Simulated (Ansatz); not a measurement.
# LuZn: the cost of one run

Computed with Ansatz 0.2.0 (DFT PBEsol, scalar-relativistic, plane waves, PAW, unless a step's input says otherwise).

6 further runs of the same task are left out: 6 set aside as unsound or not needed.

**1. The starting structure**

Symmetry: Pm-3m, No. 221, cubic system. Conventional cell: a = 3.491 Å, b = 3.491 Å, c = 3.491 Å, α = 90.00°, β = 90.00°, γ = 90.00°. Around Lu (site symmetry m-3m) lie 8 Zn at 3.02 Å. Around Zn (site symmetry m-3m) lie 8 Lu at 3.02 Å.

As a file:

```cif
data_structure
_symmetry_space_group_name_H-M 'P 1'
_symmetry_Int_Tables_number 1
_cell_length_a 3.4910
_cell_length_b 3.4910
_cell_length_c 3.4910
_cell_angle_alpha 90.000
_cell_angle_beta 90.000
_cell_angle_gamma 90.000
_cell_volume 42.54
loop_
_atom_site_label
_atom_site_type_symbol
_atom_site_fract_x
_atom_site_fract_y
_atom_site_fract_z
_atom_site_occupancy
Lu1 Lu 0.00000 0.00000 0.00000 1
Zn1 Zn 0.50000 0.50000 0.50000 1
```

The cell is the measured one, not relaxed. An earlier run on this cell at PBEsol gave -3.37 GPa at 21.272 Å³/atom (10×10×10 mesh), metallic. The cell is stretched at this level.

**2. Bands on a fine mesh, Fermi surface**

Input file input.yaml:

```yaml
crystal:
  lattice:
    - [3.4909972711, 0.0, 0.0]
    - [0.0, 3.4909972711, 0.0]
    - [0.0, 0.0, 3.4909972711]
  atoms:
    - { symbol: Lu, position: [0.0, 0.0, 0.0] }
    - { symbol: Zn, position: [0.5, 0.5, 0.5] }
basis:
  ecutwfc: 420
  ecutrho_ratio: 4
kpoints:
  mp_grid: { grid: [10, 10, 10] }
hamiltonian:
  xc: pbesol
scf:
  occupations: { method: gaussian, width: 0.05 }
output:
  forces: true
  stress: true
  eigenvalues: true
  eigenstates:
    nscf_kmesh: { grid: [18, 18, 18] }
    de_dk: true
    e_range: [-2.5, 2.5]
  write_density: true
  write_potential: true
  elf: true
  volumetric_format: npy
```

Started as:

```console
$ ansatz run input.yaml --threads 4 --pin off --max-ram 9216MiB --backend cpu --events-out ev --progress --plain --runs-dir out
```

**Question.** How long does this run take on 4 threads of Arm Neoverse V1, shared host, and how much memory does it need?

About 3.3 s, with a peak of 0.41 GiB.
